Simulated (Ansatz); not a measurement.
# H3MoNO3: up Jacob's ladder to CCSD(T)

An exercise on one series of results from a longer session: the logs are not shown, and one member is left open.

Computed with Ansatz 0.2.0, Gaussian basis. Level: functionals in def2-TZVPP, the program's frozen cores in correlated methods.

Levels to be run: LDA (SPW92), PBE-D4, revPBE-D4, BLYP-D4, r2SCAN-D4, B97M-V, PBE0-D4, B3LYP-D4, r2SCANh-D4, r2SCAN0-D4, HSE06-D4, BHLYP-D4, CAM-B3LYP-D4, LC-ωPBE, ωB97X-V, ωB97M-V, B2PLYP, PBE-QIDH; CCSD(T)/def2-SVP; CCSD(T)/def2-TZVPP; MP2/def2-QZVPP; extrapolation to the limit; RPA on PBE.

### The relaxed structure

The geometry comes from an earlier relaxation with PBE0-D4 in a triple-zeta def2 set; it is a stationary point, not always the lowest conformer. Mo takes the def2 core potential; no spin-orbit term is included.

SMILES `[NH2][Mo](=[O])(=[O])[OH]`, 8 atoms, charge 0, spin multiplicity 1.

Atoms are counted from 1 here; the program's logs count them from 0.

Bond lengths: N1–Mo2 1.923 Å, N1–H6 1.009 Å, N1–H7 1.009 Å, Mo2–O3 1.679 Å, Mo2–O4 1.680 Å, Mo2–O5 1.880 Å, O5–H8 0.960 Å. Angles: Mo2–N1–H6 123.6°, Mo2–N1–H7 123.3°, H6–N1–H7 111.8°, N1–Mo2–O3 108.2°, N1–Mo2–O4 107.9°, N1–Mo2–O5 110.5°, O3–Mo2–O4 111.8°, O3–Mo2–O5 108.5°, O4–Mo2–O5 110.0°, Mo2–O5–H8 122.3°.

As a file:

```xyz
8

N     0.3441    0.9843    0.9646
Mo    0.2806   -0.3625   -0.4072
O     1.5456   -1.4353   -0.1463
O     0.4126    0.4073   -1.8944
O    -1.3376   -1.3147   -0.3188
H     0.1201    1.9549    0.8046
H     0.7962    0.8465    1.8561
H    -2.0696   -1.1376   -0.9145
```

Set-up of the first run:

Contents of in.yaml:

```yaml
crystal:
  periodic: [false, false, false]
  atoms:
    - {symbol: N, position_ang: [0.344082, 0.984257, 0.964591]}
    - {symbol: Mo, position_ang: [0.280629, -0.362480, -0.407205]}
    - {symbol: O, position_ang: [1.545631, -1.435288, -0.146319]}
    - {symbol: O, position_ang: [0.412578, 0.407297, -1.894421]}
    - {symbol: O, position_ang: [-1.337587, -1.314679, -0.318752]}
    - {symbol: H, position_ang: [0.120136, 1.954898, 0.804626]}
    - {symbol: H, position_ang: [0.796197, 0.846479, 1.856137]}
    - {symbol: H, position_ang: [-2.069565, -1.137586, -0.914459]}
basis:
  gaussian: {orbitals: def2-TZVPP}
hamiltonian: {xc: lda}
output: {orbitals: {seedname: orbitals}}
```

Among the steps run: LDA; PBE-D4 (GGA); revPBE-D4 (GGA); BLYP-D4 (GGA); r2SCAN-D4 (meta-GGA); B97M-V (meta-GGA); PBE0-D4 (hybrid); B3LYP-D4 (hybrid); r2SCANh-D4 (hybrid); r2SCAN0-D4 (hybrid); HSE06-D4 (hybrid); BHLYP-D4 (hybrid); CAM-B3LYP-D4 (range-separated); LC-ωPBE-D4 (range-separated; the results give it without D4); ωB97X-V (range-separated); ωB97M-V (range-separated); B2PLYP (double hybrid); PBE-QIDH (double hybrid).

One of the session's tables, all rows but one given; the rest of the session is left out.

It belongs to the step «Frontier levels by functional». 

| functional | HOMO (eV) | LUMO (eV) | gap (eV) |
| --- | --- | --- | --- |
| LDA (SPW92) | ? | ? | ? |
| PBE-D4 | -6.99 | -2.77 | 4.22 |
| revPBE-D4 | -6.90 | -2.68 | 4.22 |
| BLYP-D4 | -6.88 | -2.69 | 4.19 |
| r2SCAN-D4 | -7.32 | -2.71 | 4.61 |
| B97M-V | -7.36 | -2.63 | 4.73 |
| PBE0-D4 | -8.44 | -1.97 | 6.47 |
| B3LYP-D4 | -8.20 | -2.22 | 5.99 |
| r2SCANh-D4 | -7.86 | -2.40 | 5.46 |
| r2SCAN0-D4 | -8.68 | -1.93 | 6.75 |
| HSE06-D4 | -8.03 | -2.35 | 5.68 |
| BHLYP-D4 | -9.82 | -1.04 | 8.77 |
| CAM-B3LYP-D4 | -9.86 | -0.86 | 9.00 |
| LC-ωPBE | -11.21 | 0.35 | 11.56 |
| ωB97X-V | -10.83 | 0.27 | 11.10 |
| ωB97M-V | -10.74 | 0.24 | 10.98 |

Q: Estimate the row for LDA (SPW92) from the others.

The run gave: HOMO (eV): -7.23; LUMO (eV): -3.00; gap (eV): 4.23. In the column «HOMO (eV)» it lies between r2SCAN-D4 (-7.32) and PBE-D4 (-6.99).
